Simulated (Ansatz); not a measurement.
# Ge13H20 off sphere (Ge13H20): the relaxed shape and its frontier levels

Aim: characterise Ge13H20 off sphere (Ge13H20) as a singlet: its structure, frontier levels and distribution of charge.

Computed with Ansatz 0.2.0, Gaussian basis. Level: RKS PBE0-D4/def2-TZVP.

The runs, in order: relaxation at PBE-D4/def2-SVP; a single point at PBE0-D4/def2-TZVP.

**1. Where the work starts**

33 atoms, charge 0, spin multiplicity 1.

Atoms are counted from 1 here; the program's logs count them from 0.

Bond lengths: Ge1–Ge9 2.427 Å, Ge1–Ge10 2.426 Å, Ge1–H14 1.521 Å, Ge1–H15 1.519 Å, Ge2–Ge8 2.401 Å, Ge2–Ge11 2.401 Å, Ge2–H16 1.515 Å, Ge2–H17 1.518 Å, Ge3–Ge9 2.429 Å, Ge3–Ge12 2.428 Å, Ge3–H18 1.518 Å, Ge3–H19 1.521 Å, Ge4–Ge8 2.424 Å, Ge4–Ge9 2.450 Å, Ge4–Ge13 2.456 Å, Ge4–H20 1.537 Å, Ge5–Ge10 2.421 Å, Ge5–Ge13 2.431 Å and more. Angles: Ge9–Ge1–Ge10 110.8°, Ge9–Ge1–H14 110.1°, Ge9–Ge1–H15 112.2°, Ge10–Ge1–H14 110.7°, Ge10–Ge1–H15 110.7°, H14–Ge1–H15 102.2°, Ge8–Ge2–Ge11 113.1°, Ge8–Ge2–H16 111.3°, Ge8–Ge2–H17 109.0°, Ge11–Ge2–H16 111.4°, Ge11–Ge2–H17 109.1°, H16–Ge2–H17 102.4°, Ge9–Ge3–Ge12 111.4°, Ge9–Ge3–H18 109.1°, Ge9–Ge3–H19 112.4°, Ge12–Ge3–H18 109.1°, Ge12–Ge3–H19 112.3°, H18–Ge3–H19 102.1° and more.

The start is a GFN2-xTB geometry.

**2. Optimising with PBE-D4/def2-SVP**

Contents of in.yaml:

```yaml
crystal:
  periodic: [false, false, false]
  atoms:
    - {symbol: Ge, position_ang: [0.693440, -3.519280, 0.562560]}
    - {symbol: Ge, position_ang: [-2.420410, 2.424690, -2.216690]}
    - {symbol: Ge, position_ang: [0.861740, -0.865890, -2.239540]}
    - {symbol: Ge, position_ang: [-2.136050, -0.644940, 0.404190]}
    - {symbol: Ge, position_ang: [0.718050, -0.719980, 3.287880]}
    - {symbol: Ge, position_ang: [0.641520, 2.135530, 0.404890]}
    - {symbol: Ge, position_ang: [3.517770, -0.687570, 0.560730]}
    - {symbol: Ge, position_ang: [-3.585320, 0.754810, -0.943500]}
    - {symbol: Ge, position_ang: [-0.691990, -2.148350, -0.883220]}
    - {symbol: Ge, position_ang: [2.139540, -2.136100, 1.933640]}
    - {symbol: Ge, position_ang: [-0.753350, 3.590010, -0.940870]}
    - {symbol: Ge, position_ang: [2.142720, 0.690450, -0.886580]}
    - {symbol: Ge, position_ang: [-0.680320, 0.678500, 1.874260]}
    - {symbol: H, position_ang: [1.513410, -4.492860, -0.269140]}
    - {symbol: H, position_ang: [-0.132040, -4.454920, 1.428870]}
    - {symbol: H, position_ang: [-3.386600, 3.388300, -2.873770]}
    - {symbol: H, position_ang: [-1.757890, 1.761680, -3.410460]}
    - {symbol: H, position_ang: [1.814730, -1.818480, -2.939070]}
    - {symbol: H, position_ang: [0.177580, -0.181590, -3.412900]}
    - {symbol: H, position_ang: [-3.025120, -1.530660, 1.291350]}
    - {symbol: H, position_ang: [-0.162080, -1.515430, 4.237840]}
    - {symbol: H, position_ang: [1.508520, 0.158600, 4.242920]}
    - {symbol: H, position_ang: [1.531240, 3.020620, 1.291880]}
    - {symbol: H, position_ang: [4.495770, -1.506170, -0.266310]}
    - {symbol: H, position_ang: [4.447240, 0.140790, 1.430130]}
    - {symbol: H, position_ang: [-4.503580, -0.076760, -1.820060]}
    - {symbol: H, position_ang: [-4.573650, 1.440710, -0.016490]}
    - {symbol: H, position_ang: [-1.522730, -3.057180, -1.796680]}
    - {symbol: H, position_ang: [3.012480, -3.006620, 2.843670]}
    - {symbol: H, position_ang: [0.083100, 4.508060, -1.814120]}
    - {symbol: H, position_ang: [-1.440340, 4.573510, -0.011240]}
    - {symbol: H, position_ang: [3.047990, 1.523730, -1.802110]}
    - {symbol: H, position_ang: [-1.575370, 1.572790, 2.747950]}
basis:
  gaussian: {orbitals: def2-SVP, fitting: {mean_field: def2-universal-jkfit}}
hamiltonian: {xc: pbe, dispersion: d4}
scf: {lower_state_search: "off"}
output: {orbitals: {seedname: orbitals}}
relax: {f_tol: 0.03, max_steps: 70}
```

Command:

```sh
$ ansatz run in.yaml --threads 4 --pin off --events-out ev --progress --plain --max-ram 66560MiB --backend cuda --devices 0, --max-vram 37GiB
```

The program printed:

```text
Functional definition: PBE
  name "PBE"
  cite "Perdew, Burke & Ernzerhof, Phys. Rev. Lett. 77, 3865 (1996) doi:10.1103/PhysRevLett.77.3865"
  parent pbe
  parameter kappa = 0.804
  parameter beta = 0.06672455060314922
  exchange = pbe_x(kappa = kappa, mu = beta*pi^2/3)
  correlation = pbe_c(beta = beta)
these checks for a lower state are left out or cut short: stability, starts, cluster_reference, orbital_swaps, neighbouring_geometries, increment
3818 factors; integrals over basis functions are off by at most 3.2e-1 eV
mean field evaluation 1: about -734858.7839 eV, gradient 7.0e1 eV
mean field evaluation 2: about -734857.4010 eV, gradient 8.1e1 eV
mean field evaluation 4: about -734864.7564 eV, gradient 5.7e0 eV
mean field evaluation 8: about -734864.8276 eV, gradient 3.4e-1 eV
mean field evaluation 16: about -734864.8278 eV, gradient 8.7e-5 eV
mean field -734864.82783435 eV, -27005.7843136416 hartree, gradient 1.1e-6 eV, S^2 0.000000; 0 other end points of the search recorded, 0 dependent functions left out
the calculation of the forces begins
reference -734864.82791442 eV, -27005.7843165843 hartree; 218, 218 occupied and 298, 298 virtual orbitals, 3818 factors
relax step   1: F+E_penalty+E_count = -734866.72805328 eV  Δ(F+E_penalty+E_count) = +0.000e0 eV  max|allowed force component| = 5.357e-1 eV/Å  Δτ_max = 0.0000 Å  (19 SCF iters, accepted)
these checks for a lower state are left out or cut short: stability, starts, cluster_reference, orbital_swaps, neighbouring_geometries, increment
3818 factors; integrals over basis functions are off by at most 3.4e-1 eV
mean field -734865.17398785 eV, -27005.7970345483 hartree, gradient 2.8e-6 eV, S^2 0.000000; 0 other end points of the search recorded, 0 dependent functions left out
the calculation of the forces begins
reference -734865.17406742 eV, -27005.7970374723 hartree; 218, 218 occupied and 298, 298 virtual orbitals, 3818 factors
relax step   2: F+E_penalty+E_count = -734867.07037026 eV  Δ(F+E_penalty+E_count) = -3.423e-1 eV  max|allowed force component| = 2.404e-1 eV/Å  Δτ_max = 0.1819 Å  (18 SCF iters, accepted)
these checks for a lower state are left out or cut short: stability, starts, cluster_reference, orbital_swaps, neighbouring_geometries, increment
3818 factors; integrals over basis functions are off by at most 3.4e-1 eV
mean field evaluation 32: about -734865.2280 eV, gradient 7.0e-5 eV
mean field -734865.22803151 eV, -27005.7990206163 hartree, gradient 9.7e-7 eV, S^2 0.000000; 0 other end points of the search recorded, 0 dependent functions left out
the calculation of the forces begins
reference -734865.22811132 eV, -27005.7990235492 hartree; 218, 218 occupied and 298, 298 virtual orbitals, 3818 factors
relax step   3: F+E_penalty+E_count = -734867.12221617 eV  Δ(F+E_penalty+E_count) = -5.185e-2 eV  max|allowed force component| = 1.110e-1 eV/Å  Δτ_max = 0.0935 Å  (19 SCF iters, accepted)
these checks for a lower state are left out or cut short: stability, starts, cluster_reference, orbital_swaps, neighbouring_geometries, increment
3818 factors; integrals over basis functions are off by at most 3.4e-1 eV
mean field -734865.23067777 eV, -27005.7991178644 hartree, gradient 1.8e-6 eV, S^2 0.000000; 0 other end points of the search recorded, 0 dependent functions left out
the calculation of the forces begins
reference -734865.23075754 eV, -27005.7991207959 hartree; 218, 218 occupied and 298, 298 virtual orbitals, 3818 factors
relax step   4: F+E_penalty+E_count = -734867.12439854 eV  Δ(F+E_penalty+E_count) = -2.182e-3 eV  max|allowed force component| = 2.047e-2 eV/Å  Δτ_max = 0.0156 Å  (21 SCF iters, accepted)
Total energy: -734867.12447831 eV, -27005.8687137505 hartree
Atom 0 at     0.684453    -3.528166     0.548871 Å, force     0.000132    -0.012940     0.001931 eV/Å
Atom 1 at    -2.352144     2.354179    -2.240860 Å, force     0.011083    -0.011484    -0.013583 eV/Å
Atom 2 at     0.835282    -0.837266    -2.334811 Å, force    -0.000426     0.000417    -0.012215 eV/Å
Atom 3 at    -2.116569    -0.695315     0.436103 Å, force    -0.004100    -0.003989     0.008707 eV/Å
Atom 4 at     0.675452    -0.677232     3.329517 Å, force     0.001454    -0.001598     0.017976 eV/Å
Atom 5 at     0.694206     2.115687     0.436858 Å, force     0.004420     0.004372     0.008678 eV/Å
Atom 6 at     3.527940    -0.680946     0.548547 Å, force     0.012803    -0.000293     0.002230 eV/Å
Atom 7 at    -3.592159     0.724684    -0.904999 Å, force    -0.020474     0.006407     0.004811 eV/Å
Atom 8 at    -0.687598    -2.138622    -0.930636 Å, force     0.005955     0.000537    -0.000867 eV/Å
Atom 9 at     2.103990    -2.102213     1.944666 Å, force    -0.008234     0.008249    -0.005213 eV/Å
Atom 10 at    -0.724988     3.593889    -0.902003 Å, force    -0.006494     0.019958     0.004831 eV/Å
Atom 11 at     2.136137     0.687444    -0.932126 Å, force    -0.000390    -0.005568    -0.000647 eV/Å
Atom 12 at    -0.712789     0.711420     1.868375 Å, force    -0.005406     0.005273     0.004743 eV/Å
Atom 13 at     1.568142    -4.489117    -0.301800 Å, force    -0.002845     0.005322     0.005538 eV/Å
Atom 14 at    -0.228779    -4.400490     1.461073 Å, force     0.004029     0.005963    -0.006808 eV/Å
Atom 15 at    -3.356212     3.357746    -2.882018 Å, force     0.004524    -0.004487    -0.004722 eV/Å
Atom 16 at    -1.615754     1.619559    -3.396968 Å, force    -0.008542     0.008645     0.011909 eV/Å
Atom 17 at     1.818367    -1.819766    -3.040074 Å, force    -0.003984     0.004124    -0.003162 eV/Å
Atom 18 at     0.060675    -0.063631    -3.440115 Å, force     0.003365    -0.003314     0.007445 eV/Å
Atom 19 at    -2.997411    -1.614416     1.342158 Å, force     0.002925    -0.001045    -0.002101 eV/Å
Atom 20 at    -0.231850    -1.553796     4.244106 Å, force     0.006764     0.004959    -0.008018 eV/Å
Atom 21 at     1.548957     0.229523     4.247531 Å, force    -0.004697    -0.006665    -0.008247 eV/Å
Atom 22 at     1.614823     2.994324     1.343528 Å, force     0.000967    -0.002724    -0.002095 eV/Å
Atom 23 at     4.491626    -1.563478    -0.300188 Å, force    -0.005459     0.002713     0.005294 eV/Å
Atom 24 at     4.397357     0.235179     1.460631 Å, force    -0.005731    -0.004218    -0.006757 eV/Å
Atom 25 at    -4.485875    -0.150542    -1.834163 Å, force     0.009149     0.006496     0.006295 eV/Å
Atom 26 at    -4.536041     1.497220     0.065048 Å, force     0.009614    -0.005639    -0.010127 eV/Å
Atom 27 at    -1.579714    -3.051059    -1.829744 Å, force    -0.002934     0.000629    -0.000192 eV/Å
Atom 28 at     2.998140    -2.995071     2.860538 Å, force     0.004296    -0.004445     0.001606 eV/Å
Atom 29 at     0.150751     4.489415    -1.828912 Å, force    -0.006690    -0.009102     0.006136 eV/Å
Atom 30 at    -1.498795     4.535696     0.068990 Å, force     0.005507    -0.009448    -0.010033 eV/Å
Atom 31 at     3.046879     1.580291    -1.832237 Å, force    -0.000420     0.002762    -0.000069 eV/Å
Atom 32 at    -1.636499     1.634871     2.725126 Å, force    -0.000161     0.000133    -0.003272 eV/Å
Dipole moment:     0.000743    -0.000625    -0.008146 e Å
Checks for a lower state left out: stability, starts, cluster_reference, orbital_swaps, neighbouring_geometries, increment
```

It took 20 s on 1 × H100 (card shared with other runs) with 4 threads of AMD EPYC 7R13, shared host; peak host memory 1.1 GiB.

The steps of the relaxation:

```tsv
step	energy from step 1 (eV)	largest force component (eV/Å)
1	0.0000	0.5357
2	-0.3423	0.2404
3	-0.3942	0.1110
4	-0.3963	0.0205
```

Distances of close pairs at the start and the end, largest changes first:

```tsv
bond	before (Å)	after (Å)	change (Å)
Ge2–Ge11	2.401	2.445	+0.044
Ge2–Ge8	2.401	2.445	+0.044
Ge2–H16	1.515	1.558	+0.043
Ge11–H31	1.518	1.558	+0.041
Ge8–H26	1.518	1.558	+0.041
Ge3–H18	1.518	1.559	+0.040
Ge11–H30	1.518	1.558	+0.040
Ge8–H27	1.519	1.558	+0.040
```

Bonds by kind at the end (by distance):

```tsv
bond	count	shortest (Å)	longest (Å)
Ge–Ge	16	2.445	2.450
Ge–H	20	1.555	1.563
```

**3. Single point, PBE0-D4/def2-TZVP**

start.molden holds the orbitals of an earlier run on this state, given as this run's starting guess.

Contents of in.yaml:

```yaml
crystal:
  periodic: [false, false, false]
  atoms:
    - {symbol: Ge, position_ang: [0.684453, -3.528166, 0.548871]}
    - {symbol: Ge, position_ang: [-2.352144, 2.354179, -2.240860]}
    - {symbol: Ge, position_ang: [0.835282, -0.837266, -2.334811]}
    - {symbol: Ge, position_ang: [-2.116569, -0.695315, 0.436103]}
    - {symbol: Ge, position_ang: [0.675452, -0.677232, 3.329517]}
    - {symbol: Ge, position_ang: [0.694206, 2.115687, 0.436858]}
    - {symbol: Ge, position_ang: [3.527940, -0.680946, 0.548547]}
    - {symbol: Ge, position_ang: [-3.592159, 0.724684, -0.904999]}
    - {symbol: Ge, position_ang: [-0.687598, -2.138622, -0.930636]}
    - {symbol: Ge, position_ang: [2.103990, -2.102213, 1.944666]}
    - {symbol: Ge, position_ang: [-0.724988, 3.593889, -0.902003]}
    - {symbol: Ge, position_ang: [2.136137, 0.687444, -0.932126]}
    - {symbol: Ge, position_ang: [-0.712789, 0.711420, 1.868375]}
    - {symbol: H, position_ang: [1.568142, -4.489117, -0.301800]}
    - {symbol: H, position_ang: [-0.228779, -4.400490, 1.461073]}
    - {symbol: H, position_ang: [-3.356212, 3.357746, -2.882018]}
    - {symbol: H, position_ang: [-1.615754, 1.619559, -3.396968]}
    - {symbol: H, position_ang: [1.818367, -1.819766, -3.040074]}
    - {symbol: H, position_ang: [0.060675, -0.063631, -3.440115]}
    - {symbol: H, position_ang: [-2.997411, -1.614416, 1.342158]}
    - {symbol: H, position_ang: [-0.231850, -1.553796, 4.244106]}
    - {symbol: H, position_ang: [1.548957, 0.229523, 4.247531]}
    - {symbol: H, position_ang: [1.614823, 2.994324, 1.343528]}
    - {symbol: H, position_ang: [4.491626, -1.563478, -0.300188]}
    - {symbol: H, position_ang: [4.397357, 0.235179, 1.460631]}
    - {symbol: H, position_ang: [-4.485875, -0.150542, -1.834163]}
    - {symbol: H, position_ang: [-4.536041, 1.497220, 0.065048]}
    - {symbol: H, position_ang: [-1.579714, -3.051059, -1.829744]}
    - {symbol: H, position_ang: [2.998140, -2.995071, 2.860538]}
    - {symbol: H, position_ang: [0.150751, 4.489415, -1.828912]}
    - {symbol: H, position_ang: [-1.498795, 4.535696, 0.068990]}
    - {symbol: H, position_ang: [3.046879, 1.580291, -1.832237]}
    - {symbol: H, position_ang: [-1.636499, 1.634871, 2.725126]}
basis:
  gaussian: {orbitals: def2-TZVP, fitting: {mean_field: def2-universal-jkfit}, initial_orbitals: start.molden}
hamiltonian: {xc: pbe0, dispersion: d4}
scf: {omitted_lower_state_checks: [starts]}
output: {orbitals: {seedname: orbitals}}
```

The command is unchanged.

The program printed, cut to the lines that bear on the results:

```text
Functional definition: PBE0
  name "PBE0"
  cite "Adamo & Barone, J. Chem. Phys. 110, 6158 (1999) doi:10.1063/1.478522"
  cite "Perdew, Burke & Ernzerhof, Phys. Rev. Lett. 77, 3865 (1996) doi:10.1103/PhysRevLett.77.3865"
  parent pbe
[...]
3818 factors; integrals over basis functions are off by at most 6.2e-1 eV
[...]
mean field -734977.88720664 eV, -27009.9391689391 hartree, gradient 1.4e-5 eV, S^2 0.000000; 0 other end points of the search recorded, 0 dependent functions left out
reference -734977.88727648 eV, -27009.9391715057 hartree; 218, 218 occupied and 526, 526 virtual orbitals, 3818 factors
Total energy: -734979.60523505 eV, -27010.0023053186 hartree
Checks for a lower state left out: starts
```

Wall time 16 s (1 × H100 (card shared with other runs) with 4 threads of AMD EPYC 7R13, shared host); peak host memory 1.1 GiB.

From the report: HOMO -7.14 eV, LUMO -0.95 eV.

Mulliken charges, from this run's orbitals:

Ge1 0.03; Ge2 -0.08; Ge3 -0.01; Ge4 -0.09; Ge5 0.04; Ge6 -0.09; Ge7 0.03; Ge8 0.01; Ge9 -0.10; Ge10 -0.14; Ge11 0.01; Ge12 -0.10; Ge13 -0.08; H14 0.02; H15 0.03; H16 0.03; H17 0.03; H18 0.03; H19 0.03; H20 0.04; H21 0.02; H22 0.02; H23 0.04; H24 0.02; H25 0.03; H26 0.02; H27 0.02; H28 0.03; H29 0.03; H30 0.02; H31 0.02; H32 0.03; H33 0.04

Largest Mayer bond orders: Ge2–H16 0.94; Ge2–H17 0.93; Ge3–H18 0.93; Ge8–H27 0.93; Ge10–H29 0.93; Ge11–H31 0.93; Ge1–H14 0.93; Ge1–H15 0.93; Ge7–H24 0.93; Ge7–H25 0.93.

**4. Outcome**

| quantity | value |
| --- | --- |
| point group | Cs |
| commonest bond, hydrogen aside | Ge–Ge, 16 of mean length 2.448 Å |
| HOMO, LUMO at PBE0-D4/def2-TZVP | -7.14, -0.95 eV |
| dipole at PBE-D4/def2-SVP | 0.04 D |

What this shows: The molecule keeps its bonding pattern by the stored test; the atoms moved 0.09 Å (rms). No usable vibrations, so a minimum isn't proven. Whether this spin is the lowest isn't tested here. The point group is read from a loosely relaxed geometry; soft torsions can leave it below the true symmetry.
